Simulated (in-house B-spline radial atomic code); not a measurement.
# Hg⁵⁶⁺: Hartree-Fock with and without relativity

How do the shells of Hg⁵⁶⁺ move when the Schrödinger Hamiltonian gives way to Dirac's?

Method: Hartree-Fock averaged over the configuration, non-relativistic (point nucleus) and Dirac-Coulomb (finite nucleus); spherical all-electron atom at the radial basis limit. Code: in-house B-spline radial atomic code version 1.

### Step 1. Starting point

* element: mercury (Z = 80)
* charge: +56
* electrons: 24
* configuration: [Ar] 3d6
* nucleus: point (non-relativistic run); Fermi, rms radius 5.465 fm (Dirac runs)

Outer shells as boxes (Hund's rule):

[Ar] 3d6
```
[Ar] core
3d [↑↓][↑ ][↑ ][↑ ][↑ ]
```

The boxes draw the filling by Hund's rule, which heavy ions in jj coupling don't follow; these runs average over all states of the configuration.

### Step 2. Non-relativistic run

Input settings:

```ini
Z = 80
electrons = 24.0
configuration = [Ar] 3d6
hamiltonian = nr
method = hf
spin_polarised = False
```

### Step 3. Dirac-Coulomb run

Input settings:

```ini
Z = 80
electrons = 24.0
configuration = [Ar] 3d6
hamiltonian = dirac
method = hf
spin_polarised = False
nucleus = fermi
rms_radius = 5.4648
mass_number = 202
atomic_mass = 201.970643604
speed_of_light = 137.035999084
```

### Step 4. Dirac-Coulomb run in the lowest jj configuration, 1s2 2s2 2p6 3s2 3p6 3d-4 3d+2

In configurations, a minus sign after the shell means j = l − 1/2 and a plus sign j = l + 1/2; the count of electrons follows.

Changes to the settings of step 3:

```diff
@@ -2,3 +2,3 @@
 electrons = 24.0
-configuration = [Ar] 3d6
+configuration = 1s2 2s2 2p6 3s2 3p6 3d-4 3d+2
 hamiltonian = dirac
```

Before running: How much does each shell's level and mean radius change with the Dirac Hamiltonian, and the total energy?

The runs gave:

Levels and radii; the Dirac values are averaged over j with the occupations as weights.

| shell | ε non-rel. (eV) | ε Dirac (eV) | <r> non-rel. (bohr) | <r> Dirac (bohr) | change of <r> (%) |
| --- | --- | --- | --- | --- | --- |
| 1s | -79210.9 | -87327.9 | 0.01892 | 0.01659 | -12.32 |
| 2s | -16303.4 | -18547.8 | 0.07915 | 0.06887 | -12.98 |
| 2p | -15823.0 | -16621.8 | 0.06691 | 0.06234 | -6.82 |
| 3s | -6221.15 | -6860.95 | 0.1918 | 0.1732 | -9.68 |
| 3p | -6004.83 | -6277.63 | 0.1819 | 0.1724 | -5.22 |
| 3d | -5659.14 | -5684.75 | 0.1574 | 0.1551 | -1.44 |

**Reading.** Relativity and the finite nucleus together change the total energy by -1202.75 hartree (-7.7 %). First-order perturbation theory (mass-velocity plus Darwin) gives -988.64 hartree, which is 82 % of the full shift. 2s shrinks most on the average over j, by -12.98 %. Spin-orbit coupling splits the 3d level by 105.55 eV and the 2p level by 1969.95 eV. The lowest jj configuration lies 169.92 eV below the average over the whole configuration. Breit terms add 20.1 hartree and QED terms 15.1 hartree.
